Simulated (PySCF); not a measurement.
**Pentafluoropyridine (C₅F₅N): NMR shifts and electronic excitations in gas and solvents**

Aim: compute the NMR shifts and electronic excitations of Pentafluoropyridine (C₅F₅N) (`Fc1nc(F)c(F)c(F)c1F`), and see what a dielectric continuum does where one was used.

Computed with PySCF 2.14.0, with density-fitted response routines of our own, on a single molecule, in the gas phase or a continuum. Atoms count from 0, in the outputs and in this text.

### Step 1. The starting structure

11 atoms, charge 0, multiplicity 1; geometry from: GFN2-xTB.

Bonds of the start (Å): F0–C1 1.32, C1–N2 1.31, N2–C3 1.31, C3–F4 1.32, C3–C5 1.40, C5–F6 1.33, C5–C7 1.40, C7–F8 1.33, C7–C9 1.40, C9–F10 1.33, C9–C1 1.40.

### Step 2. Relaxing the molecule at PBE0-D3(BJ)/def2-SVP

What the job is given:

```
{"job": {"xc": "PBE0", "basis": "def2-SVP", "d3": "d3bj", "grid": 1, "kind": "geom"}, "charge": 0, "multiplicity": 1}
F      2.107928    -1.805346     0.241541
C      1.058635    -1.010853     0.133574
N     -0.121785    -1.578422     0.198707
C     -1.201241    -0.840758     0.096632
F     -2.360869    -1.468381     0.170313
C     -1.163983     0.544581    -0.081193
F     -2.275744     1.267627    -0.182596
C      0.089723     1.153769    -0.148426
F      0.191990     2.464685    -0.314526
C      1.235093     0.364125    -0.039808
F      2.445678     0.911644    -0.100182
```

Standard output:

```text
step   0  E = -743.15587360  max force = 0.013365
step   1  E = -743.15605903  max force = 0.006029
step   2  E = -743.15671535  max force = 0.001731
step   3  E = -743.15672992  max force = 0.000697
step   4  E = -743.15673528  max force = 0.000681
step   5  E = -743.15674638  max force = 0.001510
step   6  E = -743.15673883  max force = 0.002977
step   7  E = -743.15676465  max force = 0.001916
step   8  E = -743.15677594  max force = 0.000343
optimisation converged
```

It took 3.4 min on 1 thread, shared host.

Along the way:

```tsv
step	energy from step 0 (eV)	largest force component (eV/Å)
0	0.0000	0.6873
1	-0.0050	0.3100
2	-0.0229	0.0890
3	-0.0233	0.0358
4	-0.0234	0.0350
5	-0.0237	0.0776
6	-0.0235	0.1531
7	-0.0242	0.0985
8	-0.0246	0.0176
```

Distances of close pairs at the start and the end, largest changes first:

```tsv
bond	before (Å)	after (Å)	change (Å)
C7–F8	1.325	1.312	-0.013
C9–F10	1.330	1.318	-0.012
C5–F6	1.330	1.318	-0.012
C3–F4	1.321	1.315	-0.005
F0–C1	1.321	1.316	-0.005
N2–C3	1.311	1.308	-0.004
C1–N2	1.311	1.308	-0.004
C3–C5	1.397	1.394	-0.003
```

The final coordinates are the input of the step that follows.

```tsv
at the end point	value
point group (found at 0.08 Å tolerance)	C2v
rotational constants (GHz, main isotopes)	1.489, 1.077, 0.625
dipole moment (D)	1.10
```

### Step 3. Nuclear shieldings: PBE0/pcSseg-1 in benzene

What the job is given:

```
{"job": {"kind": "nmr", "xc": "PBE0", "basis": "pcSseg-1", "solvent": "benzene", "pop": true}, "charge": 0, "multiplicity": 1}
F      1.992297    -1.887913     0.438216
C      0.984475    -1.066368     0.235626
N     -0.226055    -1.561006     0.222129
C     -1.249030    -0.771172     0.023308
F     -2.452993    -1.300844     0.016193
C     -1.124018     0.602427    -0.179849
F     -2.171240     1.377461    -0.379030
C      0.164695     1.135160    -0.164790
F      0.352609     2.420889    -0.347077
C      1.253359     0.288399     0.046248
F      2.481326     0.765639     0.063062
```

Level: GIAO PBE0/pcSseg-1 NMR shielding, non-relativistic, IEF-PCM benzene.

Standard output:

```text
coarse grid: 11928 points
cycle   1  E = -743.4097434049  dE =  2.474e+00  |g| = 9.256e-01  |ddm| = 3.505e+00
cycle   2  E = -743.2024881853  dE =  2.073e-01  |g| = 1.479e+00  |ddm| = 1.587e+00
cycle   3  E = -743.5508151686  dE = -3.483e-01  |g| = 9.405e-02  |ddm| = 1.064e+00
cycle   4  E = -743.5519548448  dE = -1.140e-03  |g| = 4.395e-02  |ddm| = 7.890e-02
cycle   5  E = -743.5523233181  dE = -3.685e-04  |g| = 1.202e-02  |ddm| = 3.557e-02
cycle   6  E = -743.5523517602  dE = -2.844e-05  |g| = 2.050e-03  |ddm| = 8.810e-03
cycle   7  E = -743.5523524621  dE = -7.019e-07  |g| = 8.276e-04  |ddm| = 2.070e-03
final grid: 125056 points
cycle   8  E = -743.6433411883  dE = -4.265e-05  |g| = 7.166e-03  |ddm| = 3.468e-02
cycle   9  E = -743.6433259935  dE =  1.519e-05  |g| = 1.201e-02  |ddm| = 1.440e-02
cycle  10  E = -743.6433511752  dE = -2.518e-05  |g| = 6.744e-04  |ddm| = 8.685e-03
cycle  11  E = -743.6433512484  dE = -7.324e-08  |g| = 3.205e-04  |ddm| = 6.790e-04
cycle  12  E = -743.6433512670  dE = -1.860e-08  |g| = 1.219e-04  |ddm| = 3.164e-04
cycle  13  E = -743.6433512698  dE = -2.840e-09  |g| = 1.784e-05  |ddm| = 1.023e-04
cycle  14  E = -743.6433512699  dE = -5.571e-11  |g| = 7.406e-06  |ddm| = 1.636e-05
converged SCF energy = -743.6433512699

GIAO shielding tensors (ppm)
atom      isotropic    diamagn.    paramagn.     s11        s22        s33       span
  0 F      267.634     469.407    -201.773    158.201    286.082    358.618    200.417
  1 C       34.449     250.366    -215.917    -23.312     41.288     85.371    108.683
  2 N        2.490     339.753    -337.263   -161.815    -43.405    212.690    374.504
  3 C       34.526     250.334    -215.808    -23.264     41.415     85.427    108.691
  4 F      267.607     469.406    -201.799    158.129    285.799    358.893    200.764
  5 C       44.053     255.294    -211.241      9.127     24.253     98.781     89.654
  6 F      349.406     470.172    -120.766    281.013    311.338    455.865    174.852
  7 C       27.073     250.978    -223.906    -20.798      4.511     97.505    118.304
  8 F      317.645     469.385    -151.740    235.904    237.269    479.764    243.860
  9 C       44.030     255.273    -211.243      9.260     24.059     98.771     89.511
 10 F      349.382     470.163    -120.781    280.777    311.418    455.950    175.172
```

It took 64 s on 1 thread, shared host.

Shifts follow as δ = σ(reference) − σ, with reference shieldings (ppm) from runs at the same level and on the same kind of geometry: ¹³C TMS 184.9, ¹⁹F CFCl3 178.7, ¹⁵N NH3 267.0. The references are single molecules in the same continuum, so shifts against H2O, NH3, PH3, H3PO4 or CFCl3 are not on the usual liquid scales and can be off by tens of ppm. Atoms listed in one row are averaged.

```tsv
atoms	environment	σ (ppm)	δ (ppm)
C7	aromatic carbon bearing fluorine	27.1	157.8
C1, C3	aromatic carbon bearing fluorine	34.5	150.4
C5, C9	aromatic carbon bearing fluorine	44.0	140.8
F0, F4	aryl fluorine	267.6	-88.9
F8	aryl fluorine	317.6	-138.9
F6, F10	aryl fluorine	349.4	-170.7
N2	pyridine-type ring nitrogen	2.5	264.6
```

Charges from the same density, by scheme (e):

```tsv
atoms	Mulliken	IAO	Hirshfeld	ESP fit
F0, F4	-0.24	-0.24	-0.06	-0.17
C1, C3	0.52	0.39	0.14	0.57
N2	-0.48	-0.30	-0.18	-0.61
C5, C9	0.14	0.20	0.05	-0.14
F6, F10	-0.24	-0.23	-0.06	-0.08
C7	0.34	0.27	0.08	0.35
F8	-0.23	-0.22	-0.04	-0.11
```

Mayer bond orders: F0–C1 0.98, C1–N2 1.45, N2–C3 1.46, C3–F4 0.98, C3–C5 1.33, C5–F6 0.94, C5–C7 1.31, C7–F8 0.97, C7–C9 1.31, C9–F10 0.94, C9–C1 1.33.

Ring of atoms C1, N2, C3, C5, C7, C9: NICS(0) -15.0, NICS(1) -11.2, NICS(1)zz -23.6 ppm (means of both faces).

### Step 4. NMR shieldings: PBE0/pcSseg-1 in water

The job, as its differences from that of step 3:

```diff
@@ -1,2 +1,2 @@
-{"job": {"kind": "nmr", "xc": "PBE0", "basis": "pcSseg-1", "solvent": "benzene", "pop": true}, "charge": 0, "multiplicity": 1}
+{"job": {"kind": "nmr", "xc": "PBE0", "basis": "pcSseg-1", "solvent": "water", "pop": false}, "charge": 0, "multiplicity": 1}
 F      1.992297    -1.887913     0.438216
```

Method: GIAO PBE0/pcSseg-1 NMR shielding, non-relativistic, IEF-PCM water.

Standard output:

```text
coarse grid: 11928 points
cycle   1  E = -743.4192690441  dE =  2.464e+00  |g| = 9.067e-01  |ddm| = 3.505e+00
cycle   2  E = -743.2424423347  dE =  1.768e-01  |g| = 1.403e+00  |ddm| = 1.484e+00
cycle   3  E = -743.5542597586  dE = -3.118e-01  |g| = 8.970e-02  |ddm| = 9.881e-01
cycle   4  E = -743.5553015277  dE = -1.042e-03  |g| = 3.946e-02  |ddm| = 7.142e-02
cycle   5  E = -743.5555808933  dE = -2.794e-04  |g| = 1.152e-02  |ddm| = 3.084e-02
cycle   6  E = -743.5556057795  dE = -2.489e-05  |g| = 1.427e-03  |ddm| = 7.615e-03
cycle   7  E = -743.5556060699  dE = -2.905e-07  |g| = 6.583e-04  |ddm| = 1.284e-03
final grid: 125056 points
cycle   8  E = -743.6465935975  dE = -4.375e-05  |g| = 6.569e-03  |ddm| = 3.450e-02
cycle   9  E = -743.6465829388  dE =  1.066e-05  |g| = 1.062e-02  |ddm| = 1.264e-02
cycle  10  E = -743.6466019816  dE = -1.904e-05  |g| = 6.067e-04  |ddm| = 7.369e-03
cycle  11  E = -743.6466020459  dE = -6.434e-08  |g| = 2.209e-04  |ddm| = 5.894e-04
cycle  12  E = -743.6466020524  dE = -6.520e-09  |g| = 1.222e-04  |ddm| = 2.292e-04
cycle  13  E = -743.6466020552  dE = -2.767e-09  |g| = 1.582e-05  |ddm| = 9.656e-05
cycle  14  E = -743.6466020552  dE = -4.684e-11  |g| = 6.569e-06  |ddm| = 1.418e-05
converged SCF energy = -743.6466020552

GIAO shielding tensors (ppm)
atom      isotropic    diamagn.    paramagn.     s11        s22        s33       span
  0 F      272.101     469.454    -197.352    165.456    290.945    359.903    194.447
  1 C       34.566     250.375    -215.809    -23.223     41.661     85.259    108.482
  2 N        7.631     340.804    -333.173   -149.290    -40.496    212.678    361.968
  3 C       34.641     250.341    -215.699    -23.177     41.785     85.316    108.493
  4 F      272.057     469.452    -197.394    165.360    290.657    360.155    194.795
  5 C       43.327     255.304    -211.976      7.881     23.473     98.628     90.747
  6 F      350.464     470.318    -119.853    282.451    312.021    456.921    174.470
  7 C       26.388     250.959    -224.571    -22.126      3.897     97.392    119.518
  8 F      317.981     469.550    -151.568    235.753    238.128    480.063    244.310
  9 C       43.301     255.283    -211.981      8.004     23.281     98.619     90.615
 10 F      350.453     470.308    -119.855    282.228    312.115    457.016    174.787
```

Wall time 59 s (1 thread, shared host).

Key values: δ C7 159.1, C1 150.9, C5 142.2, F0 -91.5 ppm (means over like atoms).

### Step 5. TDDFT and polarisability: CAM-B3LYP/def2-SVPD

The job, as its differences from that of step 4:

```diff
@@ -1,2 +1,2 @@
-{"job": {"kind": "nmr", "xc": "PBE0", "basis": "pcSseg-1", "solvent": "water", "pop": false}, "charge": 0, "multiplicity": 1}
+{"job": {"kind": "uv", "xc": "CAM-B3LYP", "basis": "def2-SVPD", "dynamic": true, "nstates": 6, "ntriplets": 0}, "charge": 0, "multiplicity": 1}
 F      1.992297    -1.887913     0.438216
```

Method: TDDFT CAM-B3LYP/def2-SVPD, vertical, gas phase, core orbitals frozen in the response.

Standard output:

```text
coarse grid: 11928 points
cycle   1  E = -743.4211988632  dE =  2.636e+00  |g| = 1.005e+00  |ddm| = 6.250e+00
cycle   2  E = -743.3008525224  dE =  1.203e-01  |g| = 1.370e+00  |ddm| = 3.065e+00
cycle   3  E = -743.6113220961  dE = -3.105e-01  |g| = 1.034e-01  |ddm| = 1.975e+00
cycle   4  E = -743.6129126113  dE = -1.591e-03  |g| = 3.483e-02  |ddm| = 1.840e-01
cycle   5  E = -743.6131236445  dE = -2.110e-04  |g| = 1.584e-02  |ddm| = 7.005e-02
cycle   6  E = -743.6131709051  dE = -4.726e-05  |g| = 2.630e-03  |ddm| = 4.596e-02
cycle   7  E = -743.6131726028  dE = -1.698e-06  |g| = 1.471e-03  |ddm| = 8.422e-03
final grid: 125056 points
cycle   8  E = -743.7132492058  dE = -3.426e-05  |g| = 4.244e-03  |ddm| = 1.132e-01
cycle   9  E = -743.7132471174  dE =  2.088e-06  |g| = 5.621e-03  |ddm| = 1.087e-02
cycle  10  E = -743.7132522912  dE = -5.174e-06  |g| = 2.293e-04  |ddm| = 5.752e-03
cycle  11  E = -743.7132522976  dE = -6.401e-09  |g| = 1.538e-04  |ddm| = 6.644e-04
cycle  12  E = -743.7132523024  dE = -4.811e-09  |g| = 2.554e-05  |ddm| = 2.795e-04
cycle  13  E = -743.7132523025  dE = -1.255e-10  |g| = 8.275e-06  |ddm| = 5.639e-05
converged SCF energy = -743.7132523025

Static polarisability (au): isotropic 65.368, principal 38.512 75.106 82.486

Singlet excitations
state   eV       nm        f      main configurations
  1   5.4168    228.9   0.07055   H->L 0.84, H-1->L+1 0.15
  2   6.3409    195.5   0.00000   H->L+2 0.94
  3   6.4059    193.5   0.03358   H->L+1 0.69, H-1->L 0.30
  4   6.5348    189.7   0.00211   H-2->L 0.98
  5   7.0489    175.9   0.00000   H-2->L+1 0.99
  6   7.1731    172.8   0.01468   H-1->L+2 0.85
```

It took 1.7 min on 1 thread, shared host.

Frontier orbitals and where they lie:

```tsv
orbital	eV	atoms
HOMO−3	-13.20	N2 24 %, F4 17 %, F0 17 %
HOMO−2	-11.32	N2 62 %, C1 10 %, C3 10 %
HOMO−1	-10.50	C7 24 %, N2 19 %, F8 13 %
HOMO	-9.42	C9 16 %, C5 16 %, C1 15 %
LUMO	-0.66	C7 24 %, N2 21 %, C1 11 %
LUMO+1	-0.10	C3 17 %, C1 17 %, C9 17 %
LUMO+2	0.27	C7 22 %, C5 16 %, C9 16 %
```

With each of the 6 states as a Gaussian band of 0.4 eV half-width at 1/e, the curve within the window shown has maxima at 229 nm (ε 2,900), 193 nm (ε 1,500) L/(mol cm). Beyond the last state computed it falls off for lack of states. The curve at chosen wavelengths:

```json
{"nm": "166", "ε (L/mol/cm)": "340"}
{"nm": "170", "ε (L/mol/cm)": "552"}
{"nm": "173", "ε (L/mol/cm)": "636"}
{"nm": "177", "ε (L/mol/cm)": "663"}
{"nm": "181", "ε (L/mol/cm)": "748"}
{"nm": "184", "ε (L/mol/cm)": "923"}
{"nm": "188", "ε (L/mol/cm)": "1238"}
{"nm": "191", "ε (L/mol/cm)": "1415"}
{"nm": "195", "ε (L/mol/cm)": "1434"}
{"nm": "199", "ε (L/mol/cm)": "1224"}
{"nm": "202", "ε (L/mol/cm)": "1017"}
{"nm": "206", "ε (L/mol/cm)": "847"}
{"nm": "210", "ε (L/mol/cm)": "931"}
{"nm": "213", "ε (L/mol/cm)": "1183"}
{"nm": "217", "ε (L/mol/cm)": "1703"}
{"nm": "221", "ε (L/mol/cm)": "2276"}
{"nm": "224", "ε (L/mol/cm)": "2621"}
{"nm": "228", "ε (L/mol/cm)": "2851"}
{"nm": "232", "ε (L/mol/cm)": "2770"}
{"nm": "235", "ε (L/mol/cm)": "2533"}
{"nm": "239", "ε (L/mol/cm)": "2069"}
{"nm": "242", "ε (L/mol/cm)": "1679"}
{"nm": "246", "ε (L/mol/cm)": "1187"}
{"nm": "250", "ε (L/mol/cm)": "781"}
{"nm": "253", "ε (L/mol/cm)": "546"}
{"nm": "257", "ε (L/mol/cm)": "322"}
```

Ground-state properties from the same run:

```tsv
property	computed
dipole moment (D)	0.99
polarisability (Å³)	9.69
HOMO–LUMO gap (eV)	8.75
−ε(HOMO) (eV)	9.42
C6 with itself (au)	1975
```

### Step 6. Ultraviolet spectrum: CAM-B3LYP/def2-SVPD in benzene

The job, as its differences from that of step 5:

```diff
@@ -1,2 +1,2 @@
-{"job": {"kind": "uv", "xc": "CAM-B3LYP", "basis": "def2-SVPD", "dynamic": true, "nstates": 6, "ntriplets": 0}, "charge": 0, "multiplicity": 1}
+{"job": {"kind": "uv", "xc": "CAM-B3LYP", "basis": "def2-SVPD", "solvent": "benzene", "nstates": 6, "ntriplets": 0}, "charge": 0, "multiplicity": 1}
 F      1.992297    -1.887913     0.438216
```

With the program's defaults for keys left out, this is: TDDFT CAM-B3LYP/def2-SVPD, vertical, IEF-PCM benzene (non-equilibrium linear response), core orbitals frozen in the response.

Standard output:

```text
coarse grid: 11928 points
cycle   1  E = -743.4294574209  dE =  2.628e+00  |g| = 9.882e-01  |ddm| = 6.253e+00
cycle   2  E = -743.3296403004  dE =  9.982e-02  |g| = 1.312e+00  |ddm| = 2.985e+00
cycle   3  E = -743.6137116407  dE = -2.841e-01  |g| = 1.019e-01  |ddm| = 1.910e+00
cycle   4  E = -743.6152477006  dE = -1.536e-03  |g| = 3.317e-02  |ddm| = 1.776e-01
cycle   5  E = -743.6154344098  dE = -1.867e-04  |g| = 1.579e-02  |ddm| = 6.985e-02
cycle   6  E = -743.6154809953  dE = -4.659e-05  |g| = 2.463e-03  |ddm| = 4.507e-02
cycle   7  E = -743.6154825470  dE = -1.552e-06  |g| = 1.320e-03  |ddm| = 8.069e-03
final grid: 125056 points
cycle   8  E = -743.7155528002  dE = -3.426e-05  |g| = 4.278e-03  |ddm| = 1.127e-01
cycle   9  E = -743.7155508236  dE =  1.977e-06  |g| = 5.621e-03  |ddm| = 1.073e-02
cycle  10  E = -743.7155558958  dE = -5.072e-06  |g| = 2.127e-04  |ddm| = 5.419e-03
cycle  11  E = -743.7155559014  dE = -5.602e-09  |g| = 1.468e-04  |ddm| = 6.109e-04
cycle  12  E = -743.7155559058  dE = -4.442e-09  |g| = 2.560e-05  |ddm| = 2.415e-04
cycle  13  E = -743.7155559059  dE = -1.232e-10  |g| = 1.016e-05  |ddm| = 5.871e-05
converged SCF energy = -743.7155559059

Static polarisability (au): isotropic 73.807, principal 42.390 85.543 93.486

Singlet excitations
state   eV       nm        f      main configurations
  1   5.3843    230.3   0.09923   H->L 0.86, H-1->L+1 0.13
  2   6.3428    195.5   0.00001   H->L+2 0.94
  3   6.3682    194.7   0.05170   H->L+1 0.72, H-1->L 0.27
  4   6.5937    188.0   0.00273   H-2->L 0.98
  5   7.1242    174.0   0.00000   H-2->L+1 0.99
  6   7.1512    173.4   0.01967   H-1->L+2 0.83
```

It took 81 s on 1 thread, shared host.

Key values: HOMO -9.28 eV, LUMO -0.52 eV; lowest singlet 5.38 eV.

### Step 7. Ultraviolet spectrum: CAM-B3LYP/def2-SVPD in water

The job, as its differences from that of step 6:

```diff
@@ -1,2 +1,2 @@
-{"job": {"kind": "uv", "xc": "CAM-B3LYP", "basis": "def2-SVPD", "solvent": "benzene", "nstates": 6, "ntriplets": 0}, "charge": 0, "multiplicity": 1}
+{"job": {"kind": "uv", "xc": "CAM-B3LYP", "basis": "def2-SVPD", "solvent": "water", "nstates": 6, "ntriplets": 0}, "charge": 0, "multiplicity": 1}
 F      1.992297    -1.887913     0.438216
```

With the program's defaults for keys left out, this is: TDDFT CAM-B3LYP/def2-SVPD, vertical, IEF-PCM water (non-equilibrium linear response), core orbitals frozen in the response.

Standard output:

```text
coarse grid: 11928 points
cycle   1  E = -743.4402472024  dE =  2.617e+00  |g| = 9.682e-01  |ddm| = 6.254e+00
cycle   2  E = -743.3625396422  dE =  7.771e-02  |g| = 1.246e+00  |ddm| = 2.910e+00
cycle   3  E = -743.6171880649  dE = -2.546e-01  |g| = 9.983e-02  |ddm| = 1.845e+00
cycle   4  E = -743.6186661838  dE = -1.478e-03  |g| = 3.110e-02  |ddm| = 1.713e-01
cycle   5  E = -743.6188283563  dE = -1.622e-04  |g| = 1.546e-02  |ddm| = 7.067e-02
cycle   6  E = -743.6188729249  dE = -4.457e-05  |g| = 2.186e-03  |ddm| = 4.230e-02
cycle   7  E = -743.6188742139  dE = -1.289e-06  |g| = 1.161e-03  |ddm| = 7.938e-03
final grid: 125056 points
cycle   8  E = -743.7189348096  dE = -3.428e-05  |g| = 4.288e-03  |ddm| = 1.121e-01
cycle   9  E = -743.7189329776  dE =  1.832e-06  |g| = 5.575e-03  |ddm| = 1.071e-02
cycle  10  E = -743.7189378952  dE = -4.918e-06  |g| = 1.924e-04  |ddm| = 5.239e-03
cycle  11  E = -743.7189379004  dE = -5.173e-09  |g| = 1.329e-04  |ddm| = 5.813e-04
cycle  12  E = -743.7189379040  dE = -3.595e-09  |g| = 2.587e-05  |ddm| = 2.170e-04
cycle  13  E = -743.7189379041  dE = -1.260e-10  |g| = 1.012e-05  |ddm| = 5.677e-05
converged SCF energy = -743.7189379041

Static polarisability (au): isotropic 86.139, principal 50.063 100.442 107.912

Singlet excitations
state   eV       nm        f      main configurations
  1   5.3996    229.6   0.09056   H->L 0.85, H-1->L+1 0.14
  2   6.3693    194.7   0.00004   H->L+2 0.93
  3   6.3794    194.4   0.04181   H->L+1 0.70, H-1->L 0.29
  4   6.7087    184.8   0.00276   H-2->L 0.98
  5   7.1555    173.3   0.01595   H-1->L+2 0.81, H->L+3 0.10
  6   7.2441    171.2   0.00630   H-2->L+1 0.98
```

Wall time 86 s (1 thread, shared host).

In short: HOMO -9.12 eV, LUMO -0.36 eV; lowest singlet 5.40 eV.

### Step 8. Side by side: NMR shifts

Shifts (ppm) of some atoms, chosen among heavy atoms and hydrogens apart, means over like atoms, with basis size and wall time:

```tsv
run	C7	C5	F0	F8	N2	functions	time
PBE0/pcSseg-1 in benzene	157.8	140.8	-88.9	-138.9	264.6	187	64 s
PBE0/pcSseg-1 in water	159.1	142.2	-91.5	-137.4	261.0	187	59 s
```

The continuum's effect on the ground state:

```tsv
solvent	ε	polarisation energy (Eh)	μ (D)
benzene	2.27	-0.0024	1.29
water	78.36	-0.0062	1.53
```

### Step 9. Comparing the runs: electronic excitations

Excitations and ground-state properties, with basis size and wall time:

```tsv
run	lowest singlet (eV)	brightest (eV)	f	gap (eV)	α (Å³)	μ (D)	functions	time
CAM-B3LYP/def2-SVPD	5.42	5.42	0.071	8.75	9.69	0.99	235	1.7 min
CAM-B3LYP/def2-SVPD in benzene	5.38	5.38	0.099	8.76	10.94	1.14	235	81 s
CAM-B3LYP/def2-SVPD in water	5.40	5.40	0.091	8.76	12.76	1.39	235	86 s
```

The continuum's effect on the ground state:

```tsv
solvent	ε	polarisation energy (Eh)	μ (D)
benzene	2.27	-0.0024	1.14
water	78.36	-0.0065	1.39
```

### Step 10. What came out

| quantity | value |
| --- | --- |
| point group | C2v |
| rotational constants (main isotopes) | 1.49, 1.08, 0.62 GHz |
| ¹³C shifts against TMS (PBE0/pcSseg-1, benzene, means over atoms taken as alike) | 157.8, 150.4, 140.8 ppm |
| ¹⁹F shifts against CFCl3 (PBE0/pcSseg-1, benzene, means over atoms taken as alike) | -88.9, -138.9, -170.7 ppm |
| ¹⁵N shifts against NH3 (PBE0/pcSseg-1, benzene) | 264.6 ppm |
| lowest singlet (CAM-B3LYP/def2-SVPD) | 5.42 eV (229 nm), f = 0.071 |
| range of the shift of N2 | 261.0 to 264.6 ppm |
| range of the lowest singlet | 5.38 to 5.42 eV |

What this shows: Relaxing lowered the energy by 0.025 eV in 8 steps; the close pair that moved most is C7–F8, from 1.325 to 1.312 Å. No frequency check was run at this level, so the end point may be a saddle. At PBE0/pcSseg-1: Shielding is most anisotropic at N2 (span 375 ppm, paramagnetic term -337 ppm). NICS(1)zz of -24 ppm above the planar ring from C1 marks a diatropic (aromatic) ring current. The lowest singlet, at 5.42 eV, is HOMO→LUMO 0.84, HOMO−1→LUMO+1 0.15 and is bright. In ppm, N2 moves most: its shift spreads over 3.6 ppm, from 261.0 (PBE0/pcSseg-1 in water) to 264.6 (PBE0/pcSseg-1 in benzene). The continuum holds electrostatics alone: no hydrogen bonds to the solvent, and the gas-phase geometry is kept. The lowest singlet runs from 5.38 eV (CAM-B3LYP/def2-SVPD in benzene) to 5.42 eV (CAM-B3LYP/def2-SVPD), while the orbital gap spans 8.75 to 8.76 eV. The lowest state need not be the same one in every run.
